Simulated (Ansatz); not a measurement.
This script makes an atomisation energy of C3H5N, SMILES C1=CNC1 with Ansatz 0.2.0, Python API.

`tae_c3h5n.py`:
```python
"""Energy to split C3H5N into its atoms."""

from collections import Counter

import ansatz as az


def single_point(molecule, charge=0, unpaired=0):
    calc = (
        molecule.calculation()
        .basis(gaussian="def2-TZVPP")  # atom-centred Gaussian functions
        .functional("r2scan0")
    )
    if charge:
        calc = calc.charge(charge)
    if unpaired:
        calc = calc.spin("collinear", total=unpaired)
    report = calc.run(threads=1, pin="off").report
    if report["published_state_doubts"]:
        print("  doubts:", report["published_state_doubts"])
    return report["free_energy_ev"]


def main() -> None:
    geometry_ang = [
        ("C", (-0.5923, 0.7317, -0.0622)),
        ("C", (0.6801, 0.746, -0.3384)),
        ("N", (0.7461, -0.5585, -0.301)),
        ("C", (-0.5011, -0.6913, 0.1662)),
        ("H", (-1.4009, 1.5261, 0.0129)),
        ("H", (1.3999, 1.5659, -0.5353)),
        ("H", (1.5221, -1.0082, 0.2802)),
        ("H", (-1.129, -1.3321, -0.4898)),
        ("H", (-0.6364, -1.0259, 1.2502)),
    ]
    system = az.Crystal.molecule()
    for symbol, xyz in geometry_ang:
        system = system.atom(symbol, xyz)

    # unpaired electrons of the ground-state atoms
    unpaired = {"C": 2, "N": 3, "H": 1}
    counts = Counter(site.symbol for site in system.cartesian_sites)
    atom_energy = {s: single_point(az.Crystal.molecule().atom(s, (0, 0, 0)), 0, unpaired[s]) for s in counts}
    whole = single_point(system, 0, 0)
    for s, e in atom_energy.items():
        print(f"{s:2s} x{counts[s]}  {e:14.5f} eV")
    print(f"C3H5N: {whole:.5f} eV")
    split = sum(counts[s] * e for s, e in atom_energy.items()) - whole
    print(f"atomisation energy (no zero-point term): {96.485332 * split:.1f} kJ/mol, {split / sum(counts.values()):.3f} eV an atom")


if __name__ == "__main__":
    main()
```

What does it cost to take this molecule apart into atoms?

3462.2 kJ/mol from the electronic energies, without the zero-point term.

The output:

Output of `python tae_c3h5n.py`:
```text
C  x3     -1029.51733 eV
N  x1     -1485.23672 eV
H  x5       -13.60215 eV
C3H5N: -4677.68301 eV
atomisation energy (no zero-point term): 3462.2 kJ/mol, 3.987 eV an atom
```

Notes:
- Total energies depend on the basis set; only differences at equal settings carry meaning.
- The geometry is a force-field or estimated start, not a minimum of this method, and the basis set is short of its limit. All parts are taken at fixed geometry, without zero-point energy.
- Hardware and time: 2.9 s on 1 thread of AMD EPYC 9R45 (Zen 5), with other jobs on the host, peak memory 0.43 GiB.

(Lines on the test bed's own set-up are left out of the output.)
